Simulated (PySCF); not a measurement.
# The bond of AsF, level by level

The task here is to estimate one member of a computed series from the others.

The runs use PySCF 2.14.0; As def2-TZVPPD, F def2-TZVPPD, no relativity.

Set-up of the first run:

Settings of the job:

- atoms: As, F
- charge: 0
- basis: As def2-TZVPPD, F def2-TZVPPD
- Hamiltonian: no relativity
- basis functions: 94
- electrons treated: 42
- masses in u: 74.9216, 18.9984
- levels: PBE0, PBE, r²SCAN, TPSSh, PBEsol, M06-L, LDA, r²SCANh, ωB97M-V, HF, MP2, SCS-MP2, CCSD, CCSD(T)
- grid: 80 radial by 434 angular points
- occupations: held fixed by the projection of orbital angular momentum
- dissociation limit: As + F, each in its ground configuration
- starting distance in angstrom: 1.790
- values of 2S to try: 0, 2, 4

Launch:

```console
> OMP_NUM_THREADS=2 python dia.py task.json out
```

Among the steps run: Set-up; The PBE0 curve of the state that the search chose; Other states along the same grid; PBE; r²SCAN (meta-GGA); TPSSh (hybrid meta-GGA); PBEsol; M06-L; LDA (local density); r²SCANh (hybrid meta-GGA); ωB97M-V; UHF (mean field); Correlated methods on the Hartree–Fock reference.

One of the session's tables, all rows but one given; the rest of the session is left out.

It belongs to the step «The curves together». Energy (eV) from each level's lowest point:

| R (Å) | UHF | UHF-MP2 | UHF-SCS-MP2 | UHF-CCSD | UHF-CCSD(T) |
| --- | --- | --- | --- | --- | --- |
| 1.502 | 1.055 | 1.271 | 1.282 | n/a | n/a |
| 1.572 | 0.410 | 0.562 | 0.570 | 0.527 | 0.561 |
| 1.642 | ? | ? | ? | ? | ? |
| 1.695 | 0.000 | 0.040 | 0.043 | 0.030 | 0.040 |
| 1.747 | 0.005 | 0.000 | 0.000 | 0.000 | 0.000 |
| 1.799 | 0.080 | 0.032 | 0.029 | 0.043 | 0.032 |
| 1.869 | 0.259 | 0.158 | 0.151 | 0.182 | 0.157 |
| 1.957 | 0.566 | 0.404 | 0.391 | 0.444 | 0.401 |
| 2.062 | 1.001 | 0.775 | 0.755 | 0.833 | 0.769 |
| 2.201 | 1.618 | 1.339 | 1.318 | n/a | n/a |

**Question.** Estimate the row for R (Å) = 1.642.

Worked estimate for «UHF». A straight line through the neighbours (1.572, 0.410) and (1.695, 0.000) gives 0.410 + (0.000 − 0.410) × (1.642 − 1.572) / (1.695 − 1.572) = 0.177; a parabola fitted to 4 rows on both sides gives 0.074.

As computed: UHF: 0.089; UHF-MP2: 0.177; UHF-SCS-MP2: 0.182; UHF-CCSD: 0.156; UHF-CCSD(T): 0.177. In «UHF» the line misses by +0.088 and the parabola by -0.015.
